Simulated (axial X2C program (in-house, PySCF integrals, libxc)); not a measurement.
# BaSb: properties at the nuclei

Aim: properties at the nuclei of BaSb, with spin–orbit coupling in the Hamiltonian from the start.

Program: an in-house X2C program for linear molecules on PySCF integrals. Level of theory: two-component X2C with atomic mean-field terms, Ba dyall-cv3z, Sb dyall-cv3z. These are calculated values, not measurements.

### 1 Input

task.json

```json
{"zs": [56, 51], "q": 0, "bas": ["dyall-cv3z", "dyall-cv3z"], "r0": 3.36, "levels": ["PBE0", "HF", "TPSSh", "B3LYP", "BHandHLYP"], "nst": 2}
```

Keys: zs atomic numbers; q charge; bas basis sets; r0 starting distance in Å; levels methods (HF also brings MP2); nst determinants followed.

The run is started by

```console
python soeom.py task.json out
```

After this run come: Expectation values, lowest determinant; Expectation values, a higher determinant.

Before running it: what results should come out? Wanted: lowest determinant; Eeff magnitude; Ws magnitude Ba; A∥/gI Ba; qzz Ba; higher determinant (for each run or level that gives them).

**Answer**, as computed:

| quantity | value |
| --- | --- |
| lowest determinant | Ω = 3/2 (excess of +ω over −ω: ω = 3/2) |
| Eeff magnitude (GV/cm), PBE0 | 1.17 |
| Ws magnitude Ba (kHz), PBE0 | 0.637 |
| A∥/gI Ba (MHz), PBE0 | -167 |
| qzz Ba (a.u.), PBE0 | -0.55 |
| higher determinant | Ω = 1/2 (excess of +ω over −ω: ω = 1/2) |
| Eeff magnitude (GV/cm), PBE0, higher determinant | 1.43 |
| Ws magnitude Ba (kHz), PBE0, higher determinant | 1.25 |
| A∥/gI Ba (MHz), PBE0, higher determinant | 910 |
| qzz Ba (a.u.), PBE0, higher determinant | -0.53 |

**Reading.** In the first state, the effective field runs from 0.846 to 14.1 GV/cm over the mean-field levels, so the levels don't agree on it. The expectation values come from single determinants, which for open shells can mix terms of unlike spin or miss the lowest Ω, so a determinant need not be a state. Eeff is the effective electric field on the electron dipole moment in this Ω state and Ws the scalar–pseudoscalar constant (defined with the proton number Z and per Ω); A∥ is the parallel hyperfine constant, which follows by multiplying with the nuclear g factor gI = μI/(I μN); qzz is the electric field gradient, eQq0 = 234.96 MHz × Q/barn × qzz; μ is positive if Sb is the positive end. The operators were transformed with the bare-nucleus X2C matrices.
